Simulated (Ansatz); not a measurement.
# CH8AlBSi: the cost of one run

Computed with the Python package of Ansatz 0.2.0. Level of theory: CAM-B3LYP/pcseg-2.

## 1. Starting point

Bond lengths: C1–B2 1.535 Å, B2–Al3 2.052 Å, B2–Si4 1.957 Å, C1–H5 1.087 Å, C1–H6 1.162 Å, C1–H7 1.129 Å, Al3–H8 1.600 Å, Al3–H9 1.642 Å, Si4–H10 1.446 Å, Si4–H11 1.532 Å, Si4–H12 1.424 Å. Angles (14 of 18 angles, heavy atoms first): C1–B2–Al3 119.8°, C1–B2–Si4 120.7°, Al3–B2–Si4 119.4°, B2–C1–H5 114.1°, B2–C1–H6 110.9°, B2–C1–H7 112.8°, B2–Al3–H8 119.5°, B2–Al3–H9 120.9°, B2–Si4–H10 108.7°, B2–Si4–H11 105.1°, B2–Si4–H12 110.6°, H5–C1–H6 106.6°, H5–C1–H7 106.7°, H6–C1–H7 105.2°.

No structure file is read: the coordinates are typed or built in the script.

## 2. Script

Contents of tae_ch8albsi.py:

```python
'''Energy to split CH8AlBSi into its atoms.'''

from collections import Counter

import ansatz as az

BASIS_SET = 'pcseg-2'
XC = 'cam_b3lyp'


def energy(molecule, charge=0, unpaired=0):
    calc = (
        molecule.calculation()
        .basis(gaussian=BASIS_SET)
        .functional(XC)
    )
    if charge:
        calc = calc.charge(charge)
    if unpaired:
        calc = calc.spin('collinear', total=unpaired)
    return calc.run().report['free_energy_ev']


def main() -> None:
    mol = (
        az.Crystal.molecule()
        .atom('C', (-0.3533, 1.5863, -0.1081))
        .atom('B', (-0.0479, 0.0935, 0.0792))
        .atom('Al', (-0.1164, -0.7334, 1.9564))
        .atom('Si', (0.5074, -1.0109, -1.438))
        .atom('H', (0.3086, 2.2471, 0.4465))
        .atom('H', (-1.4358, 1.8346, 0.235))
        .atom('H', (-0.304, 1.9107, -1.188))
        .atom('H', (0.3149, -2.261, 2.1606))
        .atom('H', (-0.4698, 0.1845, 3.2706))
        .atom('H', (0.3983, -0.2246, -2.6469))
        .atom('H', (-0.5326, -2.1337, -1.5156))
        .atom('H', (1.8074, -1.5484, -1.2177))
    )

    # Hund ground states
    unpaired = {'C': 2, 'B': 1, 'Al': 1, 'Si': 2, 'H': 1}
    counts = Counter(site.symbol for site in mol.cartesian_sites)
    atom_energy = {s: energy(az.Crystal.molecule().atom(s, (0, 0, 0)), 0, unpaired[s]) for s in counts}
    whole = energy(mol, 0, 0)
    for s, e in atom_energy.items():
        print(f'{s:2s} x{counts[s]}  {e:14.5f} eV')
    print(f'CH8AlBSi: {whole:.5f} eV')
    split = sum(counts[s] * e for s, e in atom_energy.items()) - whole
    print(f'atomisation energy (no zero-point term): {split:.3f} eV, {split / sum(counts.values()):.3f} eV an atom')


if __name__ == '__main__':
    main()
```

## 3. The run

Command:

```console
> python tae_ch8albsi.py
```

**Question.** How long does this script take on 1 thread of Arm Neoverse V1, shared host, and how much memory does it need?

About 13 s, with a peak of 0.55 GiB.
